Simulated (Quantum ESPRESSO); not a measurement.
Hf, 1 atom in the cell. The structure is cubic, space group Im-3m (No. 229). Conventional cell: a = 3.450 Å, b = 3.450 Å, c = 3.450 Å, α = 90.00°, β = 90.00°, γ = 90.00°. Around Hf (site symmetry m-3m) lie 8 Hf at 2.99 Å. This isn't the form of Hf at room conditions, which is hcp.

| Item | Value |
| --- | --- |
| Program | Quantum ESPRESSO 7.5 |
| Task | relaxation of cell and atoms |
| Functional | PBEsol |
| Potentials or basis | GBRV 1.5 PBEsol |
| Cutoff | 612 eV |
| Density cutoff | 4898 eV |
| k mesh | 24 × 24 × 24 |
| Occupations | gaussian, width 0.1 eV |
| Spin | no spin polarisation |
| Target pressure | 80 GPa |
| Mixing beta | 0.5 |
| Most SCF iterations | 120 |
| SCF threshold | 2e-10 Ry |
| Most ionic steps | 40 |
| Forc conv thr | 0.0004 Ry/bohr |
| Etot conv thr | 1e-05 Ry |
| Ion dynamics | bfgs |
| Cell dynamics | bfgs |
| Press conv thr | 0.3 kbar |

Potentials or basis: GBRV 1.5 PBEsol.

Launch:

```console
$ OMP_NUM_THREADS=1 pw.x -in pw.in > pw.out
```

Hardware: 1 thread of Arm Neoverse V1, with other jobs on the host.

Question: How long does it take, and how much memory?

Answer: Run time: 4.2 min on 1 thread of Arm Neoverse V1 (shared host), peak memory 0.19 GiB. Counts: scf iterations 44, k pools 1, bands 12, ion steps 5, k points 413, g dense 15947.
